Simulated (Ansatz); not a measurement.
# BF3H4Si: the cost of one run

Program: Ansatz 0.2.0, Gaussian basis. Level of theory: PBE0-D4, def2-SVP first, then def2-TZVP. These are calculated values, not measurements.

152 further runs of the same task are left out: 152 set aside as unsound or not needed.

### Step 1. The system as given

The guess: 9 atoms, charge 0, spin multiplicity 1.

Atoms are counted from 1 here; the program's logs count them from 0.

Bond lengths: B1–Si2 2.124 Å, B1–F3 1.323 Å, B1–F4 1.323 Å, B1–H5 1.296 Å, Si2–H7 1.464 Å, Si2–H8 1.461 Å, Si2–H9 1.461 Å. Angles: Si2–B1–F3 114.9°, Si2–B1–F4 114.9°, Si2–B1–H5 69.1°, F3–B1–F4 115.8°, F3–B1–H5 116.9°, F4–B1–H5 117.0°, B1–Si2–H7 99.3°, B1–Si2–H8 113.4°, B1–Si2–H9 114.2°, H7–Si2–H8 109.2°, H7–Si2–H9 109.1°, H8–Si2–H9 110.9°.

Geometry (Å):

```xyz
9
charge 0, multiplicity 1
B    -0.5400   -0.7858    0.2361
Si    0.2053    1.1019   -0.3913
F    -1.0202   -1.5457   -0.7346
F    -1.2500   -0.7621    1.3523
H     0.7496   -0.7351    0.3582
F     1.0053   -1.9209    0.8326
H    -1.0511    1.7225   -0.8152
H     0.7864    1.8872    0.6950
H     1.1147    1.0379   -1.5331
```

Distances that are to change: B1–F6 2.01 Å, Si2–H5 2.06 Å, B1–Si2 2.12 Å, H5–F6 1.30 Å.

### Step 2. Constrained relaxation of the guess

Input file hold/in.yaml:

```yaml
crystal:
  periodic: [false, false, false]
  atoms:
    - {symbol: B, position_ang: [-0.540000, -0.785800, 0.236100]}
    - {symbol: Si, position_ang: [0.205300, 1.101900, -0.391300]}
    - {symbol: F, position_ang: [-1.020200, -1.545700, -0.734600]}
    - {symbol: F, position_ang: [-1.250000, -0.762100, 1.352300]}
    - {symbol: H, position_ang: [0.749600, -0.735100, 0.358200]}
    - {symbol: F, position_ang: [1.005300, -1.920900, 0.832600]}
    - {symbol: H, position_ang: [-1.051100, 1.722500, -0.815200]}
    - {symbol: H, position_ang: [0.786400, 1.887200, 0.695000]}
    - {symbol: H, position_ang: [1.114700, 1.037900, -1.533100]}
basis:
  gaussian: {orbitals: def2-SVP}
hamiltonian: {xc: pbe0, dispersion: d4}
relax: {f_tol: 0.04, max_steps: 150, escape_saddle: false, constraints: [{distance: [0, 5]}, {distance: [1, 4]}, {distance: [0, 1]}, {distance: [4, 5]}]}
```

Command:

```sh
ansatz run in.yaml --threads 4 --pin off --events-out ev --progress --plain --max-ram 9574MiB
```

**Question.** How long does this run take on 4 threads of Arm Neoverse V1, shared host?

About 7.5 s.
